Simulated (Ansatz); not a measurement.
# Ga4As3N: the cell at several levels of theory, part 2 of 2

The system is Ga4As3N, ordered on the zincblende lattice (P-4m2) with 8 atoms a cell, a generated structure that needn't be the ground state.

Ansatz 0.2.0, plane waves. The steps go on from the part before.

**3. Relaxation with r2SCAN**

The cell of step 2 is the starting point.

input.yaml

```yaml
crystal:
  lattice:
    - [3.8663923004, 0.0, 0.0]
    - [0.0, 3.8663923004, 0.0]
    - [0.0, 0.0, 10.8081147133]
  atoms:
    - { symbol: "N", position: [0.0, 0.0, 0.0] }
    - { symbol: Ga, position: [0.0, 0.5, 0.9126885363] }
    - { symbol: As, position: [0.5, 0.5, 0.7749422281] }
    - { symbol: Ga, position: [0.5, 0.0, 0.6382479001] }
    - { symbol: As, position: [0.0, 0.0, 0.5] }
    - { symbol: Ga, position: [0.0, 0.5, 0.3617520999] }
    - { symbol: As, position: [0.5, 0.5, 0.2250577719] }
    - { symbol: Ga, position: [0.5, 0.0, 0.0873114637] }
kpoints:
  mp_grid: { grid: [6, 6, 2] }
hamiltonian:
  xc: r2scan
scf:
  occupations: { method: fermi_dirac, width: 0.02 }
relax:
  f_tol: 0.005
  cell: {}
```

Started as:

```sh
$ ansatz run input.yaml --threads 4 --pin off --max-ram 6451MiB --backend cpu --events-out ev --progress --plain --runs-dir out
```

Output:

```text
Warning: RAYON_NUM_THREADS=4 ignored (pool sized by the plan → 4); use --threads N
Engine: ansatz 0.2.0, x86_64-unknown-linux-gnu
Pseudopotentials: kind: paw
Pseudopotential: N, paw, valence charge 5, recommended cutoff 500 eV (meta_gga), N.paw.azcp
Pseudopotential: Ga, paw, valence charge 13, recommended cutoff 500 eV (meta_gga), Ga.paw.azcp
Pseudopotential: As, paw, valence charge 15, recommended cutoff 500 eV (meta_gga), As.paw.azcp
Functional definition: r2SCAN
  parameter k0 = 0.174
  parameter k1 = 0.065
  parameter a1 = 4.9479
  exchange = r2scan_x(k0 = k0, k1 = k1, a1 = a1)
  correlation = r2scan_c
Crystal: 8 atoms, lattice volume = 161.570 Å³
Basis set: ecut = 500 eV, 4027 PW (Γ), exchange–correlation on 120×120×320 points (64 copies of the dense FFT grid, shifted against one another)
Bands: 62, of which v1, the nominal top of the filled ones, is band 51 counted from 1 (50 counted from 0)
Symmetry: 8 space group operations
Space group: P-4m2 (ITA 115), of the structure as read, at distance tolerance 5.4e-5 Å
k-points: 20 of 72
Non-local potential: N, projectors of the file, l = 0: 2, l = 1: 2, l = 2: 1
Non-local potential: Ga, projectors of the file, l = 0: 2, l = 1: 2, l = 2: 3, l = 3: 1
Non-local potential: As, projectors of the file, l = 0: 2, l = 1: 2, l = 2: 3, l = 3: 1
PAW form: soft (Blöchl's): semilocal exchange-correlation on the pseudo side does not see the compensation charge
PAW frozen core: N, regenerated for the run's functional (the file was generated under x = pbe(κ = 0.804, μ = 0.2195149727645171), c = pbe(β = 0.06672455060314922))
PAW frozen core: Ga, regenerated for the run's functional (the file was generated under x = pbe(κ = 0.804, μ = 0.2195149727645171), c = pbe(β = 0.06672455060314922))
PAW frozen core: As, regenerated for the run's functional (the file was generated under x = pbe(κ = 0.804, μ = 0.2195149727645171), c = pbe(β = 0.06672455060314922))
PAW one-centre angular grid: N, 302 points (default); XC on 160 Gauss nodes
PAW one-centre angular grid: Ga, 590 points (default); XC on 160 Gauss nodes
PAW one-centre angular grid: As, 590 points (default); XC on 160 Gauss nodes
Initial density: superposition of atomic densities (neutral atoms: chi_scale 0, normalization atom), corrected by the library's trained network
Initial wavefunctions: pseudopotential atomic-orbital guess
Functional: x = r2scan, c = r2scan; τ floored in thin density (d = 2e-4 eV/Å³)
SCF iter   1: F=—  HF=-30141.725724 eV  |F-HF|=—  |Δ(HF+E_count)|=         —  Δρ=8.95e-3  dr2=5.82e-2  dr2_τ=4.89e-2  ethr=1.77e-3  ⟨swp⟩=6.0  Hψ=4555  notcnv=0
preconditioner: auto → LDOS  [insulator: Δε(μ)=0.432 eV  Ē_g=15.534 eV  σ=0.020 eV  W_gap=0.61  n_scr=48 (ndim 8)  ℏωp=24.8 eV  f_vac=0.059  D(μ)=0.92/eV (n_scr^D=2)  ε∞_Penn≈3.5  β→1.0]
SCF iter   2: F=—  HF=-30141.825988 eV  |F-HF|=—  |Δ(HF+E_count)|=   1.00e-1  Δρ=6.47e-3  dr2=4.29e-2  dr2_τ=4.83e-4  ethr=5.70e-5  ⟨swp⟩=3.0  Hψ=2706  notcnv=0  defer=97
SCF iter   3: F=—  HF=-30141.770454 eV  |F-HF|=—  |Δ(HF+E_count)|=   5.55e-2  Δρ=1.61e-3  dr2=2.87e-3  dr2_τ=1.03e-4  ethr=4.21e-5  ⟨swp⟩=3.0  Hψ=2407  notcnv=0  defer=77
automatic band count: iteration 3 solves 61 bands in place of 62: the levels show a gap, and the empty bands left out lie too high to hold charge; the band table lists the bands solved (type scf.n_extra_bands for more)
SCF iter   4: F=—  HF=-30141.768711 eV  |F-HF|=—  |Δ(HF+E_count)|=   1.74e-3  Δρ=4.54e-4  dr2=4.62e-4  dr2_τ=4.55e-5  ethr=2.81e-6  ⟨swp⟩=2.0  Hψ=2286  notcnv=0  defer=77
SCF iter   5: F=—  HF=-30141.768459 eV  |F-HF|=—  |Δ(HF+E_count)|=   2.52e-4  Δρ=3.83e-5  dr2=3.28e-6  dr2_τ=7.93e-7  ethr=4.53e-7  ⟨swp⟩=2.0  Hψ=2164  notcnv=0  defer=77
SCF iter   6: F=—  HF=-30141.768443 eV  |F-HF|=—  |Δ(HF+E_count)|=   1.60e-5  Δρ=2.59e-5  dr2=1.20e-6  dr2_τ=2.08e-7  ethr=3.22e-9  ⟨swp⟩=2.0  Hψ=2164  notcnv=0  defer=77
SCF iter   7: F=-30141.768443 eV  HF=-30141.768443 eV  |F-HF|=1.83e-8  |Δ(HF+E_count)|=   1.15e-7  Δρ=5.07e-6  dr2=2.84e-8  dr2_τ=4.34e-9  ethr=9.80e-11  ⟨swp⟩=3.0  Hψ=5165  notcnv=0
SCF 1 converged in 7 iterations: F = -30141.768443 eV  dr2 = 2.84e-8
relax step   1: F+E_penalty+E_count = -30141.76844316 eV  Δ(F+E_penalty+E_count) = +0.000e0 eV  max|allowed force component| = 8.734e-2 eV/Å  Δτ_max = 0.0000 Å  P = -3.273 GPa  Ω = 161.570 Å³  (7 SCF iters, dr2 threshold 1.00e-7 eV, accepted)
Crystal: 8 atoms, lattice volume = 155.946 Å³
Basis set: ecut = 500 eV, 3919 PW (Γ), exchange–correlation on 120×120×320 points (64 copies of the dense FFT grid, shifted against one another)
Initial density: handed on by an earlier stage of this run
Initial wavefunctions: those handed on with the density
iter 1 solved again at ethr=1.18e-5 eV; its pass at ethr=3.10e-3 eV (dr2=1.20e-2 eV) is discarded
SCF iter   1: F=—  HF=-30141.797326 eV  |F-HF|=—  |Δ(HF+E_count)|=         —  Δρ=1.70e-3  dr2=1.20e-2  dr2_τ=1.21e-2  ethr=1.18e-5  ⟨swp⟩=2.3  Hψ=5152  notcnv=0
automatic band count: iteration 1 solves 59 bands in place of 62: the levels show a gap, and the empty bands left out lie too high to hold charge; the band table lists the bands solved (type scf.n_extra_bands for more)
preconditioner: auto → Resta (q_TF=auto, 2.542 Å⁻¹)  ε∞=3.9  [insulator: Δε(μ)=0.148 eV  Ē_g=14.903 eV  σ=0.020 eV  W_gap=0.95  n_scr=48 (ndim 8)  ℏωp=25.2 eV  f_vac=0.044  D(μ)=0.09/eV (n_scr^D=0)  ε∞_Penn≈3.9]
SCF iter   2: F=—  HF=-30141.839050 eV  |F-HF|=—  |Δ(HF+E_count)|=   4.17e-2  Δρ=1.43e-3  dr2=4.51e-3  dr2_τ=4.60e-5  ethr=1.18e-5  ⟨swp⟩=3.1  Hψ=2207  notcnv=0
SCF iter   3: F=—  HF=-30141.838814 eV  |F-HF|=—  |Δ(HF+E_count)|=   2.36e-4  Δρ=8.62e-4  dr2=1.42e-3  dr2_τ=1.66e-4  ethr=4.42e-6  ⟨swp⟩=2.0  Hψ=2057  notcnv=0
SCF iter   4: F=—  HF=-30141.838712 eV  |F-HF|=—  |Δ(HF+E_count)|=   1.02e-4  Δρ=3.43e-4  dr2=2.59e-4  dr2_τ=3.42e-5  ethr=1.39e-6  ⟨swp⟩=2.0  Hψ=1966  notcnv=0
SCF iter   5: F=—  HF=-30141.838677 eV  |F-HF|=—  |Δ(HF+E_count)|=   3.58e-5  Δρ=1.04e-4  dr2=2.03e-5  dr2_τ=4.43e-7  ethr=2.54e-7  ⟨swp⟩=2.0  Hψ=1891  notcnv=0
SCF iter   6: F=—  HF=-30141.838683 eV  |F-HF|=—  |Δ(HF+E_count)|=   6.48e-6  Δρ=4.61e-5  dr2=4.87e-6  dr2_τ=7.08e-8  ethr=1.99e-8  ⟨swp⟩=2.0  Hψ=2099  notcnv=0
SCF iter   7: F=—  HF=-30141.838680 eV  |F-HF|=—  |Δ(HF+E_count)|=   3.11e-6  Δρ=2.44e-5  dr2=9.36e-7  dr2_τ=2.74e-8  ethr=4.77e-9  ⟨swp⟩=2.0  Hψ=2100  notcnv=0
SCF iter   8: F=-30141.838680 eV  HF=-30141.838680 eV  |F-HF|=5.30e-9  |Δ(HF+E_count)|=   1.02e-7  Δρ=4.17e-6  dr2=2.21e-8  dr2_τ=5.21e-10  ethr=7.84e-10  ⟨swp⟩=4.0  Hψ=3609  notcnv=0
SCF 2 converged in 8 iterations: F = -30141.838680 eV  dr2 = 2.21e-8
relax step   2: F+E_penalty+E_count = -30141.83868006 eV  Δ(F+E_penalty+E_count) = -7.024e-2 eV  max|allowed force component| = 2.423e-2 eV/Å  Δτ_max = 0.0042 Å  P = -0.479 GPa  Ω = 155.946 Å³  energy of the carried Pulay correction = +1.629e-3 eV  (8 SCF iters, dr2 threshold 8.00e-7 eV, accepted)
Crystal: 8 atoms, lattice volume = 154.961 Å³
Basis set: ecut = 500 eV, 3911 PW (Γ), exchange–correlation on 120×120×320 points (64 copies of the dense FFT grid, shifted against one another)
iter 1 solved again at ethr=4.13e-7 eV; its pass at ethr=3.10e-3 eV (dr2=4.21e-4 eV) is discarded
SCF iter   1: F=—  HF=-30141.837835 eV  |F-HF|=—  |Δ(HF+E_count)|=         —  Δρ=7.59e-4  dr2=4.10e-4  dr2_τ=9.30e-4  ethr=4.13e-7  ⟨swp⟩=2.0  Hψ=5060  notcnv=0
automatic band count: iteration 1 solves 59 bands in place of 62: the levels show a gap, and the empty bands left out lie too high to hold charge; the band table lists the bands solved (type scf.n_extra_bands for more)
preconditioner: auto → Resta (q_TF=auto, 2.545 Å⁻¹)  ε∞=3.9  [insulator: Δε(μ)=0.174 eV  Ē_g=14.925 eV  σ=0.020 eV  W_gap=0.97  n_scr=48 (ndim 8)  ℏωp=25.3 eV  f_vac=0.049  D(μ)=0.05/eV (n_scr^D=0)  ε∞_Penn≈3.9]
SCF iter   2: F=—  HF=-30141.840424 eV  |F-HF|=—  |Δ(HF+E_count)|=   2.59e-3  Δρ=4.93e-4  dr2=2.69e-4  dr2_τ=3.83e-6  ethr=4.02e-7  ⟨swp⟩=2.1  Hψ=2058  notcnv=0
SCF iter   3: F=—  HF=-30141.840429 eV  |F-HF|=—  |Δ(HF+E_count)|=   4.68e-6  Δρ=2.30e-4  dr2=9.35e-5  dr2_τ=1.11e-5  ethr=2.64e-7  ⟨swp⟩=2.0  Hψ=1889  notcnv=0
SCF iter   4: F=—  HF=-30141.840425 eV  |F-HF|=—  |Δ(HF+E_count)|=   3.32e-6  Δρ=8.25e-5  dr2=1.71e-5  dr2_τ=1.53e-6  ethr=9.17e-8  ⟨swp⟩=2.0  Hψ=1893  notcnv=0
SCF iter   5: F=—  HF=-30141.840426 eV  |F-HF|=—  |Δ(HF+E_count)|=   6.95e-8  Δρ=2.40e-5  dr2=1.25e-6  dr2_τ=1.69e-8  ethr=1.68e-8  ⟨swp⟩=2.0  Hψ=1401  notcnv=0
SCF iter   6: F=-30141.840426 eV  HF=-30141.840426 eV  |F-HF|=1.13e-7  |Δ(HF+E_count)|=   2.30e-7  Δρ=8.50e-6  dr2=1.89e-7  dr2_τ=3.85e-9  ethr=6.39e-10  ⟨swp⟩=4.0  Hψ=4216  notcnv=0
SCF 3 converged in 6 iterations: F = -30141.840426 eV  dr2 = 1.89e-7
relax step   3: F+E_penalty+E_count = -30141.84042567 eV  Δ(F+E_penalty+E_count) = -1.746e-3 eV  max|allowed force component| = 1.114e-2 eV/Å  Δτ_max = 0.0062 Å  P = +0.052 GPa  Ω = 154.961 Å³  energy of the carried Pulay correction = +1.920e-3 eV  (6 SCF iters, dr2 threshold 6.52e-7 eV, accepted)
Crystal: 8 atoms, lattice volume = 155.057 Å³
iter 1 solved again at ethr=2.53e-8 eV; its pass at ethr=3.10e-3 eV (dr2=2.58e-5 eV) is discarded
SCF iter   1: F=—  HF=-30141.840372 eV  |F-HF|=—  |Δ(HF+E_count)|=         —  Δρ=1.80e-4  dr2=2.61e-5  dr2_τ=4.07e-5  ethr=2.53e-8  ⟨swp⟩=2.3  Hψ=4904  notcnv=0
automatic band count: iteration 1 solves 59 bands in place of 62: the levels show a gap, and the empty bands left out lie too high to hold charge; the band table lists the bands solved (type scf.n_extra_bands for more)
preconditioner: auto → Resta (q_TF=auto, 2.544 Å⁻¹)  ε∞=3.9  [insulator: Δε(μ)=0.186 eV  Ē_g=14.921 eV  σ=0.020 eV  W_gap=0.98  n_scr=48 (ndim 8)  ℏωp=25.3 eV  f_vac=0.050  D(μ)=0.04/eV (n_scr^D=0)  ε∞_Penn≈3.9]
SCF iter   2: F=—  HF=-30141.840454 eV  |F-HF|=—  |Δ(HF+E_count)|=   8.20e-5  Δρ=1.01e-4  dr2=7.17e-6  dr2_τ=7.84e-8  ethr=2.53e-8  ⟨swp⟩=2.0  Hψ=1901  notcnv=0
SCF iter   3: F=—  HF=-30141.840439 eV  |F-HF|=—  |Δ(HF+E_count)|=   1.46e-5  Δρ=3.56e-5  dr2=1.76e-6  dr2_τ=1.75e-7  ethr=7.03e-9  ⟨swp⟩=2.0  Hψ=1886  notcnv=0
SCF iter   4: F=—  HF=-30141.840439 eV  |F-HF|=—  |Δ(HF+E_count)|=   2.30e-7  Δρ=2.35e-5  dr2=1.07e-6  dr2_τ=1.22e-7  ethr=1.73e-9  ⟨swp⟩=2.0  Hψ=1889  notcnv=0
SCF iter   5: F=—  HF=-30141.840439 eV  |F-HF|=—  |Δ(HF+E_count)|=   8.92e-8  Δρ=4.44e-6  dr2=2.27e-8  dr2_τ=7.04e-10  ethr=1.05e-9  ⟨swp⟩=2.0  Hψ=1889  notcnv=0
SCF iter   6: F=-30141.840439 eV  HF=-30141.840439 eV  |F-HF|=5.75e-10  |Δ(HF+E_count)|=   8.11e-9  Δρ=1.32e-6  dr2=3.74e-9  dr2_τ=6.97e-11  ethr=1.39e-11  ⟨swp⟩=4.0  Hψ=4074  notcnv=0
SCF 4 converged in 6 iterations: F = -30141.840439 eV  dr2 = 3.74e-9
relax step   4: F+E_penalty+E_count = -30141.84043930 eV  Δ(F+E_penalty+E_count) = -1.362e-5 eV  max|allowed force component| = 1.526e-3 eV/Å  Δτ_max = 0.0018 Å  P = +0.003 GPa  Ω = 155.057 Å³  energy of the carried Pulay correction = +1.892e-3 eV  (6 SCF iters, dr2 threshold 1.42e-8 eV, accepted)
Initial wavefunctions: pseudopotential atomic-orbital guess (no wavefunctions were taken with the density)
iter 1 solved again at ethr=7.20e-8 eV; its pass at ethr=3.10e-3 eV (dr2=7.34e-5 eV) is discarded
SCF iter   1: F=—  HF=-30141.838682 eV  |F-HF|=—  |Δ(HF+E_count)|=         —  Δρ=5.54e-5  dr2=1.45e-6  dr2_τ=1.06e-6  ethr=7.20e-8  ⟨swp⟩=3.1  Hψ=7653  notcnv=0
preconditioner: auto → Resta (q_TF=auto, 2.544 Å⁻¹)  ε∞=3.6  [insulator: Δε(μ)=0.183 eV  Ē_g=15.613 eV  σ=0.020 eV  W_gap=0.98  n_scr=48 (ndim 8)  ℏωp=25.3 eV  f_vac=0.050  D(μ)=0.04/eV (n_scr^D=0)  ε∞_Penn≈3.6]
SCF iter   2: F=—  HF=-30141.838687 eV  |F-HF|=—  |Δ(HF+E_count)|=   5.51e-6  Δρ=4.08e-5  dr2=1.11e-6  dr2_τ=4.82e-8  ethr=1.42e-9  ⟨swp⟩=2.0  Hψ=1960  notcnv=0
SCF iter   3: F=—  HF=-30141.838687 eV  |F-HF|=—  |Δ(HF+E_count)|=   2.26e-7  Δρ=7.35e-6  dr2=4.66e-8  dr2_τ=1.06e-8  ethr=1.09e-9  ⟨swp⟩=2.0  Hψ=1956  notcnv=0
SCF iter   4: F=—  HF=-30141.838687 eV  |F-HF|=—  |Δ(HF+E_count)|=   9.35e-8  Δρ=2.26e-6  dr2=8.27e-9  dr2_τ=1.19e-9  ethr=4.57e-11  ⟨swp⟩=2.0  Hψ=1960  notcnv=0
SCF iter   5: F=—  HF=-30141.838687 eV  |F-HF|=—  |Δ(HF+E_count)|=   1.59e-9  Δρ=8.69e-7  dr2=1.14e-9  dr2_τ=8.62e-11  ethr=8.10e-12  ⟨swp⟩=2.0  Hψ=1947  notcnv=0
SCF iter   6: F=—  HF=-30141.838687 eV  |F-HF|=—  |Δ(HF+E_count)|=   1.43e-9  Δρ=3.96e-7  dr2=2.12e-10  dr2_τ=1.42e-11  ethr=1.12e-12  ⟨swp⟩=2.0  Hψ=2258  notcnv=0
SCF iter   7: F=-30141.838687 eV  HF=-30141.838687 eV  |F-HF|=7.28e-12  |Δ(HF+E_count)|=  5.82e-11  Δρ=1.75e-7  dr2=1.96e-11  dr2_τ=1.45e-12  ethr=1.00e-12  ⟨swp⟩=4.1  Hψ=4378  notcnv=0
SCF 5 converged in 7 iterations: F = -30141.838687 eV  dr2 = 1.96e-11
relax step   5: F+E_penalty+E_count = -30141.83868728 eV  Δ(F+E_penalty+E_count) = +1.752e-3 eV  max|allowed force component| = 1.516e-3 eV/Å  Δτ_max = 0.0000 Å  P = -0.006 GPa  Ω = 155.057 Å³  stress off target by 8.70e-3 GPa  SCF on the basis re-selected at this cell (its energy is not comparable with the rows above)  (7 SCF iters)
basis re-selected at this cell: Δ(F+E_penalty+E_count) = +1.752e-3 eV, ΔP = -0.009 GPa vs the last step (what re-selecting the basis moved, of the pressure what is left beyond the Pulay correction that the steps carried, after the strain that the cell walked since its last selection, with what the two solves' SCF thresholds leave and, on support functions, any second-order correction that the steps lacked; it is no measure of the basis error at this ecutwfc). This SCF's stress stands 8.70e-3 GPa from its target on what of the cell is left free (relax.cell.stress_tol is 5.00e-2 GPa) and its largest allowed force component is 1.52e-3 eV/Å (relax.f_tol is 5.00e-3 eV/Å): within both
SCF converged after 7 iterations
Free energy (F): -30141.838687 eV
Harris-Foulkes:  -30141.838687 eV  (|F-HF|=7.28e-12)
Internal energy: -30141.838596 eV  (E = F + TS)
E sigma→0 (E₀):  -30141.838641 eV
Entropy (-TS):   -0.000092 eV (-0.011 meV/atom)
Fermi energy:    8.742391 eV
--- Per-component energies (eV) ---
  E_band       = -989.506267
  E_kinetic    = 899.548973
  E_local      = -13523.389989  (includes V_loc(G=0)·N_el)
  E_nonlocal   = -253.042387
  E_hartree    = 6749.686163
  E_xc         = -531.033371
  E_vxc        = -574.573051  (∫ρ·V_xc dr)
  E_paw        = -13692.220369  (= ΣΔE_a)
  E_vpaw       = -1067.757401  (= ΣTr[D̂ρ^β])
  E_aug_tail   = -0.000164  (compensation charges beyond the density's cutoff)
  E_vtau       = 30.335444  (kinetic-family band-sum trace: ∫τ·v_τ [+ j·A + Jᵃ·Aᵃ] dr)
  E_ewald      = -9784.373385
  E_core_change = -7.014067  (= ΣΔE_core)
  E_smearing   = -0.000092  (= −TS)
  E_closure    = 0.000000  (closes the sum)
  Σ components = -30141.838687   (vs F -30141.838687, Δ=0.00e0)
--- Forces (eV/Å), atoms counted from 1 ---
  atom   1  N     -0.00000000    -0.00000000     0.00000000
  atom   2  Ga    -0.00000000    -0.00000000     0.00003991
  atom   3  As     0.00000000     0.00000000     0.00151642
  atom   4  Ga    -0.00000000    -0.00000000     0.00046320
  atom   5  As     0.00000000     0.00000000     0.00000000
  atom   6  Ga    -0.00000000    -0.00000000    -0.00046320
  atom   7  As     0.00000000     0.00000000    -0.00151642
  atom   8  Ga    -0.00000000    -0.00000000    -0.00003991
  max |Σ_I F_I| component: 2.94e-16 eV/Å
--- Stress (GPa, compression-positive) ---
       -0.004198      -0.000000      -0.000000
       -0.000000      -0.004198      -0.000000
       -0.000000      -0.000000      -0.008704
  P = ⅓ Tr σ = -0.0057 GPa (-0.057 kbar)
--- Relaxed structure (4 steps of the walk, 4 accepted, 1 SCFs on fresh bases) ---
  F+E_penalty+E_count = -30141.83868728 eV   max|allowed force component| = 1.516e-3 eV/Å   (the final SCF, on the basis selected at the relaxed cell)
  cell:  # Å, volume = 155.0574 Å³
    - [3.819185029152448, 1.0253852666751589e-33, -2.166638154703047e-18]
    - [4.7851312444840755e-34, 3.819185029152448, 5.1269263333757945e-34]
    - [-6.056621237276021e-18, 1.4331812095743991e-33, 10.63043781092435]
  atoms:
    - { symbol: N, position: [-8.864991396623305e-34, 1.058506435417708e-34, 3.2520215058242463e-34] }
    - { symbol: Ga, position: [-4.6648188209167154e-21, 0.49999999999999994, 0.912748659282169] }
    - { symbol: As, position: [0.49999999999999994, 0.49999999999999994, 0.7752167272914114] }
    - { symbol: Ga, position: [0.49999999999999994, -5.915183021451899e-34, 0.6383110294703677] }
    - { symbol: As, position: [-2.792598419361492e-33, -9.339762665450366e-35, 0.5] }
    - { symbol: Ga, position: [4.8980783124892495e-21, 0.49999999999999994, 0.36168897052963234] }
    - { symbol: As, position: [0.49999999999999994, 0.49999999999999994, 0.22478327270858864] }
    - { symbol: Ga, position: [0.49999999999999994, 5.043471839343197e-34, 0.08725134071783099] }
```

Wall time 20 s (4 threads of Intel Xeon 6975P-C (Granite Rapids), shared host); peak memory 0.93 GiB.

The path of the relaxation:

| step | energy change (meV/atom) | largest force (eV/Å) | pressure (GPa) | volume (Å³/atom) |
| --- | --- | --- | --- | --- |
| 1 | 0.0 | 0.0873 | -3.27 | 20.196 |
| 2 | -8.8 | 0.0242 | -0.48 | 19.493 |
| 3 | -9.0 | 0.0111 | 0.05 | 19.370 |
| 4 | -9.0 | 0.0015 | 0.00 | 19.382 |
| 5 | -8.8 | 0.0015 | -0.01 | 19.382 |

Step 5 solves the same cell on a plane-wave basis chosen anew, so the energy can jump there without a move.

The table lists every geometry solved, with passes on a fresh basis, whose energies don't compare exactly with the rows above.

```
                       before   after   change
                a (Å)   3.866   3.819  -1.22 %
                c (Å)  10.808  10.630  -1.64 %
     volume (Å³/atom)  20.196  19.382  -4.03 %
shortest distance (Å)   2.151   2.123  -1.32 %
          space group   P-4m2   P-4m2     same
```

**4. Results**

This closing draws on all 2 parts.

```
 level  a (Å)   c (Å)  volume (Å³/atom)  space group  SCF geometries
   PBE  3.866  10.808            20.196        P-4m2               9
r2SCAN  3.819  10.630            19.382        P-4m2               5
```

In words: The first relaxation changed the volume by +17.1 % from the start. r2SCAN gives the smallest cell and PBE the largest; they differ by 4.2 % in volume, a mean of 1.4 % in length.
